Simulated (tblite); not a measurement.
# C5H13AsO: the cost of one run

Computed with tblite 0.8.0 and PySCF 2.14.0, with density-fitted response routines of our own, on a single molecule in the gas phase. Atoms count from 0, in the outputs and in this text.

**1. Starting geometry**

20 atoms, charge 0, multiplicity 1; geometry from: force field or distance geometry start.

Bonds of the start (Å): C0–C1 1.52, C1–As2 1.94, As2–C3 1.95, As2–C4 1.93, C4–C5 1.52, C5–O6 1.41, C0–H7 1.13, C0–H8 1.10, C0–H9 1.12, C1–H10 1.13, C1–H11 1.11, C3–H12 1.14, C3–H13 1.10, C3–H14 1.11, C4–H15 1.10, C4–H16 1.13, C5–H17 1.11, C5–H18 1.10, O6–H19 1.01.

**2. Relaxing the molecule with GFN2-xTB**

Job settings and geometry (Å):

```
{"job": {"kind": "relax", "xc": "GFN2-xTB", "basis": "xTB"}, "charge": 0, "multiplicity": 1}
C     -1.748100    -1.883000    -0.288600
C     -0.977800    -1.050100     0.726000
As    -0.298400     0.495200    -0.223800
C     -1.659400     1.895500    -0.280000
C      1.470500     1.083400     0.282700
C      2.462300     0.200500    -0.456600
O      2.301200    -1.151100    -0.108100
H     -2.073900    -1.135400    -1.069800
H     -1.036500    -2.574200    -0.760700
H     -2.639600    -2.380800     0.160600
H     -1.766600    -0.706200     1.457300
H     -0.216600    -1.644900     1.272700
H     -2.119200     2.004100     0.759500
H     -1.303400     2.850100    -0.683200
H     -2.514000     1.582200    -0.919500
H      1.697000     1.015800     1.359000
H      1.667000     2.130100    -0.088800
H      2.322300     0.243100    -1.556800
H      3.508700     0.453800    -0.226600
H      2.919500    -1.417400     0.641700
```

Started as:

```bash
$ OMP_NUM_THREADS=1 python probes_run.py task.json out
```

The driver reads the jobs from task.json and runs them one after another.

Q: Estimate the wall time and peak memory of this first job on 1 thread of AMD EPYC, shared host.

About 2.3 s, with a peak of 0.18 GiB.
